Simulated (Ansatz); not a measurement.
# YbAgGe: the cost of one run

Computed with Ansatz 0.2.0 through its Python package. Level of theory: DFT r2SCAN, plane waves, PAW.

## (1) The system

It takes space group P-62m (No. 189, hexagonal). Conventional cell: a = 7.052 Å, b = 7.052 Å, c = 4.139 Å, α = 90.00°, β = 90.00°, γ = 120.00°. Around Yb (site symmetry m2m) lie 5 Ge at 2.95 to 2.96 Å and 6 Ag at 3.12 to 3.30 Å. Ag (site symmetry m2m) is surrounded by 4 Ge at 2.69 to 2.72 Å and 2 Ag at 3.06 Å. Around Ge (site symmetry -62m) lie 6 Ag at 2.72 Å and 3 Yb at 2.95 Å. Ge (site symmetry -6) has 3 Ag at 2.69 Å and 6 Yb at 2.96 Å in its first shell of neighbours.

The script holds or builds the structure itself.

## (2) The script

Input file run_eos.py:

```python
"""Bulk modulus of YbAgGe from an E(V) curve."""

import warnings

import ansatz
from ase.eos import EquationOfState
from ase.units import GPa
import numpy as np

vectors0 = np.array([
    [7.0524, 0.0, 0.0],
    [-3.5262, 6.10756, 0.0],
    [0.0, 0.0, 4.1387],
])
sites = [
    ("Yb", (0.58159, 0.0, 0.0)),
    ("Yb", (0.41841, 0.41841, 0.0)),
    ("Yb", (0.0, 0.58159, 0.0)),
    ("Ag", (0.25011, 0.0, 0.5)),
    ("Ag", (0.74989, 0.74989, 0.5)),
    ("Ag", (0.0, 0.25011, 0.5)),
    ("Ge", (0.0, 0.0, 0.0)),
    ("Ge", (1 / 3, 2 / 3, 0.5)),
    ("Ge", (2 / 3, 1 / 3, 0.5)),
]


def crystal_on(cell):
    crystal = ansatz.Crystal(lattice=ansatz.Lattice.of(cell))
    for symbol, position in sites:
        crystal = crystal.atom(symbol, position)
    return crystal


def main() -> None:
    warnings.simplefilter("ignore", ansatz.DeckWarning)

    # uniform scaling of the cell
    volumes, energies = [], []
    for scale in np.linspace(0.95, 1.07, 5):
        cell = vectors0 * scale ** (1 / 3)
        calculation = (
            crystal_on(cell).calculation()
            .scf(tolerance=1e-09)
            .initial_density(normalization="atom")
            .eigensolver("auto")
            .basis(750, xc_grid=1)
            .occupations("Gaussian", width=0.2)
            .functional(ansatz.Functional.R2SCAN)
            .kpoints(5, 5, 7)
        )
        r = calculation.run(threads=1, pin="off").report
        volumes.append(abs(np.linalg.det(cell)) / len(sites))
        energies.append(r["free_energy_ev"] / len(sites))
        print(f"V = {volumes[-1]:8.4f} A^3/atom  F = {energies[-1]:.5f} eV/atom")

    eos = EquationOfState(volumes, energies, eos="vinet")
    v0, e0, bulk = eos.fit()
    print(f"V0 = {v0:.4f} A^3/atom, E0 = {e0:.5f} eV/atom, B = {bulk / GPa:.1f} GPa")
    eos.plot("eos.png")


if __name__ == "__main__":
    main()
```

## (3) The calls as engine input

The engine receives this input (first run):

```yaml
crystal:
  lattice:
    - [6.932844700239467, 0.0, 0.0]
    - [-3.4664223501197333, 6.004022031846543, 0.0]
    - [0.0, 0.0, 4.068538988270813]
  atoms:
    - { symbol: Yb, position: [0.58159, 0.0, 0.0] }
    - { symbol: Yb, position: [0.41841, 0.41841, 0.0] }
    - { symbol: Yb, position: [0.0, 0.58159, 0.0] }
    - { symbol: Ag, position: [0.25011, 0.0, 0.5] }
    - { symbol: Ag, position: [0.74989, 0.74989, 0.5] }
    - { symbol: Ag, position: [0.0, 0.25011, 0.5] }
    - { symbol: Ge, position: [0.0, 0.0, 0.0] }
    - { symbol: Ge, position: [0.3333333333333333, 0.6666666666666666, 0.5] }
    - { symbol: Ge, position: [0.6666666666666666, 0.3333333333333333, 0.5] }
basis:
  ecutwfc: 750.0
  xc_grid: 1
kpoints:
  mp_grid:
    grid: [5, 5, 7]
hamiltonian:
  xc: r2scan
scf:
  convergence:
    dr2_threshold: 1.0e-09
  occupations:
    method: gaussian
    width: 0.2
  eigensolver:
    kind: auto
  initial_density:
    normalization: atom
```

## (4) Running it

The run is started by

```console
$ python run_eos.py
```

Q: Estimate wall time and peak memory on 1 thread of Arm Neoverse V2, shared host.

About 18 min, with a peak of 1.1 GiB.
